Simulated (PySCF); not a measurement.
# One shape, several levels: TiNH3Cl2O (SMILES [NH2][Ti]([OH])([Cl])[Cl])

We compute a comparison of 6 runs (HF/3-21G, HF/def2-TZVP, B3LYP/pcseg-1, PBE0/def2-SVP, B3LYP/6-31G*, BP86/def2-TZVP) of TiNH3Cl2O. 

The results are computed with PySCF 2.14.0.

### Step 1. The structure to begin with

The species is TiNH3Cl2O (8 atoms), meant as a singlet with charge 0. SMILES: `[NH2][Ti]([OH])([Cl])[Cl]`. Geometry: relaxed at PBE0-D4/def2-TZVP. This is one conformer, not always the lowest.

Bond lengths: N1–Ti2 1.848 Å, Ti2–O3 1.757 Å, Ti2–Cl4 2.208 Å, Ti2–Cl5 2.208 Å, N1–H6 1.011 Å, N1–H7 1.011 Å, O3–H8 0.957 Å. Angles: N1–Ti2–O3 106.2°, N1–Ti2–Cl4 109.6°, N1–Ti2–Cl5 109.6°, O3–Ti2–Cl4 111.8°, O3–Ti2–Cl5 111.8°, Cl4–Ti2–Cl5 107.9°, Ti2–N1–H6 124.1°, Ti2–N1–H7 124.5°, Ti2–O3–H8 145.6°, H6–N1–H7 111.4°.

### Step 2. Energy and gradient at HF/3-21G (run 1)

run.py

```python
from pyscf import gto, scf

mol = gto.M(
    atom='''
N   -0.674600   1.010400   0.729100
Ti   0.075200  -0.187600  -0.461900
O    1.095500  -1.252100   0.492700
Cl  -1.525600  -1.298800  -1.500100
Cl   1.236800   0.910800  -1.985000
H   -0.496600   1.007400   1.723900
H   -1.312600   1.751500   0.471200
H    1.694100  -1.998700   0.474300
''',
    basis='3-21g',
    verbose=3,
    spin=0,
    max_memory=1860,
)

myscf = scf.RHF(mol)
myscf.conv_tol = 1e-10
myscf.kernel()
if not myscf.converged:
    myscf = myscf.newton().run(myscf.mo_coeff, myscf.mo_occ)

e_final = myscf.e_tot
print(f'total energy: {e_final:.8f} hartree')
grad = myscf.nuc_grad_method().kernel()
dip = myscf.dip_moment()
pop, q = myscf.mulliken_pop()
```

The run is started by

```sh
$ OMP_NUM_THREADS=1 python run.py
```

Log:

```text
converged SCF energy = -1889.43060671239
total energy: -1889.43060671 hartree
--------------- RHF gradients ---------------
         x                y                z
0 N    -0.0065684445     0.0110965455     0.0136387612
1 Ti    -0.0070420362    -0.0036324136    -0.0566508052
2 O     0.0166014335    -0.0152786201     0.0250144098
3 Cl     0.0133801399     0.0104039321     0.0083642601
4 Cl    -0.0108111840    -0.0089712842     0.0125839568
5 H    -0.0006108414     0.0014083268     0.0028123288
6 H    -0.0013045213     0.0017310893     0.0003161862
7 H    -0.0036445460     0.0032424243    -0.0060790979
----------------------------------------------
Dipole moment(X, Y, Z, Debye):  0.85400, -0.06205,  4.51874
 ** Mulliken pop  **
pop of  0 N 1s            1.98709
pop of  0 N 2s            0.36243
pop of  0 N 3s            1.34075
pop of  0 N 2px           0.62092
pop of  0 N 2py           0.60855
pop of  0 N 2pz           0.56966
pop of  0 N 3px           0.91258
pop of  0 N 3py           0.86363
pop of  0 N 3pz           0.74594
pop of  1 Ti 1s           1.99985
pop of  1 Ti 2s           1.99877
pop of  1 Ti 3s           2.00264
pop of  1 Ti 4s           0.22948
pop of  1 Ti 5s          -0.02363
pop of  1 Ti 2px          1.99884
pop of  1 Ti 2py          1.99869
pop of  1 Ti 2pz          1.99870
pop of  1 Ti 3px          1.99853
pop of  1 Ti 3py          1.99730
pop of  1 Ti 3pz          1.99792
pop of  1 Ti 4px          0.20312
pop of  1 Ti 4py          0.18792
pop of  1 Ti 4pz          0.17256
pop of  1 Ti 5px         -0.00122
pop of  1 Ti 5py          0.00125
pop of  1 Ti 5pz          0.00144
pop of  1 Ti 3dxy         0.11572
pop of  1 Ti 3dyz         0.12981
pop of  1 Ti 3dz^2        0.04666
pop of  1 Ti 3dxz         0.11953
pop of  1 Ti 3dx2-y2      0.08055
pop of  1 Ti 4dxy         0.25062
pop of  1 Ti 4dyz         0.27843
pop of  1 Ti 4dz^2        0.12553
pop of  1 Ti 4dxz         0.26780
pop of  1 Ti 4dx2-y2      0.19564
pop of  2 O 1s            1.98524
pop of  2 O 2s            0.41077
pop of  2 O 3s            1.45828
pop of  2 O 2px           0.69491
pop of  2 O 2py           0.66779
pop of  2 O 2pz           0.74196
pop of  2 O 3px           0.93796
pop of  2 O 3py           0.89743
pop of  2 O 3pz           1.01440
pop of  3 Cl 1s           1.99858
pop of  3 Cl 2s           1.95861
pop of  3 Cl 3s           1.10737
pop of  3 Cl 4s           0.93019
pop of  3 Cl 2px          1.96788
pop of  3 Cl 2py          1.96863
pop of  3 Cl 2pz          1.96879
pop of  3 Cl 3px          0.99804
pop of  3 Cl 3py          1.01207
pop of  3 Cl 3pz          1.01428
pop of  3 Cl 4px          0.83615
pop of  3 Cl 4py          0.87084
pop of  3 Cl 4pz          0.87492
pop of  4 Cl 1s           1.99858
pop of  4 Cl 2s           1.95861
pop of  4 Cl 3s           1.10736
pop of  4 Cl 4s           0.93019
pop of  4 Cl 2px          1.96857
pop of  4 Cl 2py          1.96875
pop of  4 Cl 2pz          1.96799
pop of  4 Cl 3px          1.01060
pop of  4 Cl 3py          1.01442
pop of  4 Cl 3pz          0.99934
pop of  4 Cl 4px          0.86691
pop of  4 Cl 4py          0.87208
pop of  4 Cl 4pz          0.84299
pop of  5 H 1s            0.43119
pop of  5 H 2s            0.19396
pop of  6 H 1s            0.43229
pop of  6 H 2s            0.19674
pop of  7 H 1s            0.40098
pop of  7 H 2s            0.13934
 ** Mulliken atomic charges  **
charge of    0N =     -1.01155
charge of    1Ti =      1.62754
charge of    2O =     -0.80874
charge of    3Cl =     -0.50636
charge of    4Cl =     -0.50640
charge of    5H =      0.37485
charge of    6H =      0.37097
charge of    7H =      0.45969
```

It took 12 s on 1 thread of Intel Xeon at 2.50GHz (Skylake/Cascade Lake), shared host; peak memory 0.15 GiB.

### Step 3. Energy and forces at HF/def2-TZVP (run 2)

run.py

```python
from pyscf import gto

mol = gto.M(
    atom='''
N     -1.274809     1.909379     1.377799
Ti     0.142107    -0.354513    -0.872864
O      2.070195    -2.366126     0.931068
Cl    -2.882966    -2.454376    -2.834778
Cl     2.337213     1.721163    -3.751106
H     -0.938438     1.903710     3.257699
H     -2.480455     3.309855     0.890439
H      3.201385    -3.776996     0.896297
''',
    verbose=3,
    spin=0,
    charge=0,
    basis='def2-tzvp',
    max_memory=1860,
    unit='bohr',
)

mf = mol.RHF()
mf.conv_tol = 1e-10
mf.kernel()
if not mf.converged:
    mf = mf.newton().run(mf.mo_coeff, mf.mo_occ)

e_tot = mf.e_tot
print('Final energy', e_tot)
grad = mf.nuc_grad_method().kernel()
mf.analyze()
```

The run is started by

```sh
$ OMP_NUM_THREADS=1 python run.py
```

Log:

```text
converged SCF energy = -1898.76395335694
[... 21 lines left out ...]
MO #12  energy= -8.00870347265599  occ= 2
[... 16 lines left out ...]
MO #29  energy= -0.556081127814532 occ= 2
[... 16 lines left out ...]
MO #46  energy= 0.181311544348662  occ= 0
[... 16 lines left out ...]
MO #63  energy= 0.558541939844141  occ= 0
[... 16 lines left out ...]
MO #80  energy= 0.801239872521848  occ= 0
[... 16 lines left out ...]
MO #97  energy= 1.53140552743032   occ= 0
[... 16 lines left out ...]
MO #114 energy= 2.12730875004044   occ= 0
[... 16 lines left out ...]
MO #131 energy= 2.4166403589764    occ= 0
[... 16 lines left out ...]
MO #148 energy= 2.69252634921976   occ= 0
[... 16 lines left out ...]
MO #165 energy= 4.23522531256959   occ= 0
[... 16 lines left out ...]
MO #182 energy= 6.09910334855006   occ= 0
[... 16 lines left out ...]
MO #199 energy= 45.1531722743497   occ= 0
[... 9 lines left out ...]
Dipole moment(X, Y, Z, Debye):  0.56704, -0.07620,  2.83488
```

Run time: 4.8 min. Hardware: 1 thread of Intel Xeon at 2.50GHz (Skylake/Cascade Lake), shared host; peak memory 1.6 GiB.

### Step 4. Energy and gradient at B3LYP/pcseg-1 (run 3)

geometry.xyz

```xyz
8
Cl2H3NOTi
N     -0.674600     1.010400     0.729100
Ti     0.075200    -0.187600    -0.461900
O      1.095500    -1.252100     0.492700
Cl    -1.525600    -1.298800    -1.500100
Cl     1.236800     0.910800    -1.985000
H     -0.496600     1.007400     1.723900
H     -1.312600     1.751500     0.471200
H      1.694100    -1.998700     0.474300
```

input.py

```python
# [NH2][Ti]([OH])([Cl])[Cl]
import pyscf.grad
from pyscf import gto, dft

mol = gto.Mole()
mol.atom = 'geometry.xyz'
mol.spin = 0
mol.basis = 'pcseg-1'
mol.verbose = 4
mol.max_memory = 1860
mol.build()

calc0 = dft.RKS(mol, xc='b3lyp')
calc0.grids.level = 5
calc0.conv_tol = 1e-10
calc0.kernel()
if not calc0.converged:
    calc0 = calc0.newton().run(calc0.mo_coeff, calc0.mo_occ)

energy = calc0.e_tot
print(f'total energy: {energy:.8f} hartree')
grad = calc0.Gradients().kernel()
calc0.analyze()
```

The run is started by

```sh
$ OMP_NUM_THREADS=1 python input.py
```

Log:

```text
PySCF version 2.14.0

[... 102 lines left out ...]
DFT Exchange-Correlation Energy =     -115.268739943883077
[... 11 lines left out ...]
MO #10  energy= -9.43259752613381  occ= 2
[... 9 lines left out ...]
MO #20  energy= -1.55766885682701  occ= 2
[... 9 lines left out ...]
MO #30  energy= -0.386297999687597 occ= 2
[... 9 lines left out ...]
MO #40  energy= -0.0738011828717381 occ= 0
[... 9 lines left out ...]
MO #50  energy= 0.23119364143823   occ= 0
[... 9 lines left out ...]
MO #60  energy= 0.465786359030357  occ= 0
[... 9 lines left out ...]
MO #70  energy= 0.762289913387826  occ= 0
[... 9 lines left out ...]
MO #80  energy= 1.04940276988003   occ= 0
[... 9 lines left out ...]
MO #90  energy= 1.96981849038204   occ= 0
[... 9 lines left out ...]
MO #100 energy= 2.5317984284717    occ= 0
[... 9 lines left out ...]
MO #110 energy= 3.58948319947594   occ= 0
[... 82 lines left out ...]
pop of  4 Cl 4s           0.00219
pop of  4 Cl 2px          1.99995
pop of  4 Cl 2py          1.99995
pop of  4 Cl 2pz          1.99995
pop of  4 Cl 3px          1.82800
pop of  4 Cl 3py          1.84437
pop of  4 Cl 3pz          1.78236
pop of  4 Cl 4px          0.00065
pop of  4 Cl 4py          0.00109
pop of  4 Cl 4pz          0.00110
pop of  4 Cl 3dxy         0.00152
pop of  4 Cl 3dyz         0.00216
pop of  4 Cl 3dz^2        0.00169
pop of  4 Cl 3dxz         0.00229
pop of  4 Cl 3dx2-y2      0.00105
pop of  5 H 1s            0.74856
pop of  5 H 2s            0.01221
pop of  5 H 2px           0.00083
pop of  5 H 2py           0.00064
pop of  5 H 2pz           0.00137
pop of  6 H 1s            0.75076
pop of  6 H 2s            0.01205
pop of  6 H 2px           0.00123
pop of  6 H 2py           0.00123
pop of  6 H 2pz           0.00038
pop of  7 H 1s            0.62109
pop of  7 H 2s            0.01621
pop of  7 H 2px           0.00137
pop of  7 H 2py           0.00148
pop of  7 H 2pz           0.00110
 ** Mulliken atomic charges  **
charge of    0N =     -0.60955
charge of    1Ti =      1.16143
charge of    2O =     -0.61648
charge of    3Cl =     -0.38242
charge of    4Cl =     -0.38246
charge of    5H =      0.23639
charge of    6H =      0.23434
charge of    7H =      0.35875
Dipole moment(X, Y, Z, Debye):  0.57157, -0.01170,  3.15191
```

Run time: 3.4 min. Hardware: 1 thread of Intel Xeon at 2.50GHz (Skylake/Cascade Lake), shared host; peak memory 1.1 GiB.

Runs 4 to 5 aren't shown in full; the table further down has their settings and results.

### Step 5. Energy and gradient at BP86/def2-TZVP (run 6)

run.py

```python
from pyscf import gto, dft

mol = gto.M(
    atom=[
    ('N', (-0.674600, 1.010400, 0.729100)),
    ('Ti', (0.075200, -0.187600, -0.461900)),
    ('O', (1.095500, -1.252100, 0.492700)),
    ('Cl', (-1.525600, -1.298800, -1.500100)),
    ('Cl', (1.236800, 0.910800, -1.985000)),
    ('H', (-0.496600, 1.007400, 1.723900)),
    ('H', (-1.312600, 1.751500, 0.471200)),
    ('H', (1.694100, -1.998700, 0.474300)),
],
    verbose=4,
    max_memory=1860,
    basis='def2-tzvp',
)

myscf = dft.RKS(mol, xc='bp86')
myscf.conv_tol = 1e-10
myscf.grids.level = 5
myscf.kernel()
if not myscf.converged:
    myscf = myscf.newton().run(myscf.mo_coeff, myscf.mo_occ)

e_final = myscf.e_tot
print('E = %.10f Eh' % e_final)
grad = myscf.nuc_grad_method().kernel()
dip = myscf.dip_moment()
pop, q = myscf.mulliken_pop()
```

The run is started by

```sh
$ OMP_NUM_THREADS=1 python run.py
```

Log:

```text
PySCF version 2.14.0

[... 85 lines left out ...]
converged SCF energy = -1902.19381823556
[... 13 lines left out ...]
Dipole moment(X, Y, Z, Debye):  0.57127, -0.06652,  2.90267
[... 169 lines left out ...]
pop of  4 Cl 3dx2-y2      0.00041
pop of  4 Cl 4dxy         0.00333
pop of  4 Cl 4dyz         0.00516
pop of  4 Cl 4dz^2        0.00390
pop of  4 Cl 4dxz         0.00494
pop of  4 Cl 4dx2-y2      0.00250
pop of  4 Cl 4f-3         0.00013
pop of  4 Cl 4f-2         0.00050
pop of  4 Cl 4f-1         0.00031
pop of  4 Cl 4f+0         0.00023
pop of  4 Cl 4f+1         0.00031
pop of  4 Cl 4f+2         0.00028
pop of  4 Cl 4f+3         0.00013
pop of  5 H 1s            0.26968
pop of  5 H 2s            0.39313
pop of  5 H 3s            0.04830
pop of  5 H 2px           0.01067
pop of  5 H 2py           0.00951
pop of  5 H 2pz           0.01833
pop of  6 H 1s            0.26930
pop of  6 H 2s            0.39664
pop of  6 H 3s            0.05052
pop of  6 H 2px           0.01490
pop of  6 H 2py           0.01570
pop of  6 H 2pz           0.00811
pop of  7 H 1s            0.25635
pop of  7 H 2s            0.31894
pop of  7 H 3s            0.03779
pop of  7 H 2px           0.01748
pop of  7 H 2py           0.01839
pop of  7 H 2pz           0.01464
 ** Mulliken atomic charges  **
charge of    0N =     -0.71571
charge of    1Ti =      1.19020
charge of    2O =     -0.63620
charge of    3Cl =     -0.33497
charge of    4Cl =     -0.33496
charge of    5H =      0.25038
charge of    6H =      0.24483
charge of    7H =      0.33641
```

Wall time 6.3 min (1 thread of Intel Xeon at 2.50GHz (Skylake/Cascade Lake), shared host); peak memory 3.1 GiB.

### Step 6. All runs side by side

| run | level | integration grid | Cartesian functions | energy (Eh) | dipole moment (D) | HOMO energy (eV) | LUMO energy (eV) | wall time |
| --- | --- | --- | --- | --- | --- | --- | --- | --- |
| 1 | HF/3-21G | – | no | -1889.430607 | 4.60 | -11.57 | 1.21 | 12 s |
| 2 | HF/def2-TZVP | – | no | -1898.763953 | 2.89 | -11.38 | 1.74 | 4.8 min |
| 3 | B3LYP/pcseg-1 | 5 | no | -1901.771808 | 3.20 | -7.92 | -3.04 | 3.4 min |
| 4 | PBE0/def2-SVP | 5 | no | -1900.730962 | 3.11 | -7.89 | -2.41 | 2.2 min |
| 5 | B3LYP/6-31G* (Cartesian functions) | 5 | yes | -1901.828673 | 3.46 | -7.69 | -2.61 | 2.4 min |
| 6 | BP86/def2-TZVP | 5 | no | -1902.193818 | 2.96 | -6.84 | -3.59 | 6.3 min |

### Step 7. Results

| quantity | value |
| --- | --- |
| run 6: total energy | -1902.19382 Eh |
| run 6: dipole moment | 2.96 D |
| run 6: HOMO energy | -6.84 eV |
| run 6: LUMO energy | -3.59 eV |
| run 6: HOMO–LUMO gap | 3.24 eV |
| run 6: largest force on an atom | 0.621 eV/Å |

**Reading.** The dipole moment (its size) runs from 2.89 D (HF/def2-TZVP) to 4.60 D (HF/3-21G). The HOMO–LUMO gap runs from 3.24 eV (BP86/def2-TZVP) to 13.12 eV (HF/def2-TZVP). Exact exchange widens orbital gaps. Totals of different functionals can't be ranked against each other. All runs together took 19 min, the longest 6.3 min.
